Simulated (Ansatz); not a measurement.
Task: an atomisation energy of CF₂, SMILES F[C]F, with Ansatz 0.2.0, Python API. Give the script and its output. Level of theory (for the species named): MP2, cc-pVDZ basis, multiplicity 1.

Contents of `cf2.xyz`:
```text
3

F     0.39694    1.03280    0.33277
C     0.32682   -0.27218    0.14973
F    -0.72376   -0.76062   -0.48250
```

`run_tae.py`
```python
# -*- coding: utf-8 -*-
from collections import Counter

import ansatz as az

BASIS_SET = "cc-pVDZ"
METHOD = "MP2"


def total_energy(molecule, charge=0, unpaired=0):
    calc = (
        molecule.calculation()
        .basis(gaussian=BASIS_SET)
        .correlation(METHOD)
    )
    if charge:
        calc = calc.charge(charge)
    if unpaired:
        calc = calc.spin("collinear", total=unpaired)
    report = calc.run().report
    if report["published_state_doubts"]:
        print("  doubts:", report["published_state_doubts"])
    return report["free_energy_ev"]


def main():
    system = az.Crystal.molecule_from_extxyz("cf2.xyz")

    unpaired = {"F": 1, "C": 2}
    counts = Counter(site.symbol for site in system.cartesian_sites)
    atom_energy = {s: total_energy(az.Crystal.molecule().atom(s, (0, 0, 0)), 0, unpaired[s]) for s in counts}
    whole = total_energy(system, 0, 0)
    for s, e in atom_energy.items():
        print(f"{s:2s} x{counts[s]}  {e:14.5f} eV")
    print(f"CF2: {whole:.5f} eV")
    split = sum(counts[s] * e for s, e in atom_energy.items()) - whole
    print(f"atomisation energy (no zero-point term): {23.060548 * split:.1f} kcal/mol, {split / sum(counts.values()):.3f} eV an atom")


if __name__ == "__main__":
    main()
```

`python run_tae.py` gives:
```text
F  x2     -2707.96395 eV
C  x1     -1026.91171 eV
CF2: -6452.99411 eV
atomisation energy (no zero-point term): 234.2 kcal/mol, 3.385 eV an atom
```

234.2 kcal/mol from the electronic energies, without the zero-point term.

Total energies depend on the basis set; only differences at equal settings carry meaning. The geometry is a force-field or estimated start, not a minimum of this method, and the basis set is short of its limit. All parts are taken at fixed geometry, without zero-point energy. In double-zeta sets correlated atomisation energies come out some 10 to 15 % low. Finished in 0.7 s on 1 thread of Arm Neoverse V1, with other jobs on the host, peak memory 0.13 GiB.

(A comment or docstring line of the script was reworded after the run, the code is as it ran; lines on the test bed's own set-up are left out of the output.)
